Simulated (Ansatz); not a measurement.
# BeAu3: the cost of one run

Computed with Ansatz 0.2.0 through its Python package. Level of theory: DFT PBE, plane waves, PAW.

**1. The system**

The structure is cubic, space group Pm-3m (No. 221). Conventional cell: a = 4.012 Å, b = 4.012 Å, c = 4.012 Å, α = 90.00°, β = 90.00°, γ = 90.00°. Around Be (site symmetry m-3m) lie 12 Au at 2.84 Å. Au (site symmetry 4/mmm) has 4 Be at 2.84 Å and 8 Au at 2.84 Å as nearest neighbours.

The script holds or builds the structure itself.

**2. The script**

eos_beau3.py

```python
"""Equation of state of BeAu3."""

import warnings

import ansatz
from ase.eos import EquationOfState
from ase.units import GPa
import numpy as np

vectors0 = np.array([
    [4.011706, 0.0, 0.0],
    [0.0, 4.011706, 0.0],
    [0.0, 0.0, 4.011706],
])
sites = [
    ("Be", [0.0, 0.0, 0.0]),
    ("Au", [0.0, 0.5, 0.5]),
    ("Au", [0.5, 0.0, 0.5]),
    ("Au", [0.5, 0.5, 0.0]),
]


def make_crystal(cell):
    crystal = ansatz.Crystal(lattice=ansatz.Lattice.of(cell))
    for symbol, position in sites:
        crystal = crystal.atom(symbol, position)
    return crystal


def main() -> None:
    warnings.simplefilter("ignore", ansatz.DeckWarning)

    # scale the volume, keep shape and fractions
    volumes, energies, pressures = [], [], []
    for scale in np.linspace(0.95, 1.07, 5):
        cell = vectors0 * scale ** (1 / 3)
        model = make_crystal(cell).calculation()
        model = model.functional(ansatz.Functional.PBE)
        model = model.pseudopotentials("paw").occupations("cold", width=0.15)
        model = model.basis(500).kpoints(6, 6, 6)
        model = model.stress()
        report = model.run(threads=1, pin="off").report
        volumes.append(abs(np.linalg.det(cell)) / len(sites))
        energies.append(report["free_energy_ev"] / len(sites))
        pressures.append(np.trace(report["stress_gpa"]) / 3)
        print(f"V = {volumes[-1]:8.4f} A^3/atom  F = {energies[-1]:.5f} eV/atom  P = {pressures[-1]:8.3f} GPa")

    eos = EquationOfState(volumes, energies, eos="murnaghan")
    v0, e0, bulk = eos.fit()
    print(f"V0 = {v0:.4f} A^3/atom, E0 = {e0:.5f} eV/atom, B = {bulk / GPa:.1f} GPa")
    eos.plot("eos.png")


if __name__ == "__main__":
    main()
```

**3. What the engine is handed**

The engine receives this input (first run):

```yaml
crystal:
  lattice:
    - [3.9436978448498206, 0.0, 0.0]
    - [0.0, 3.9436978448498206, 0.0]
    - [0.0, 0.0, 3.9436978448498206]
  atoms:
    - { symbol: Be, position: [0.0, 0.0, 0.0] }
    - { symbol: Au, position: [0.0, 0.5, 0.5] }
    - { symbol: Au, position: [0.5, 0.0, 0.5] }
    - { symbol: Au, position: [0.5, 0.5, 0.0] }
basis:
  ecutwfc: 500.0
kpoints:
  mp_grid:
    grid: [6, 6, 6]
hamiltonian:
  xc: pbe
  pseudopotentials:
    kind: paw
scf:
  occupations:
    method: cold
    width: 0.15
output:
  stress: true
```

**4. Launch**

Launch:

```
> python eos_beau3.py
```

What time and memory should one allow on 1 thread of Arm Neoverse V2, shared host?

About 11 s, with a peak of 0.41 GiB.
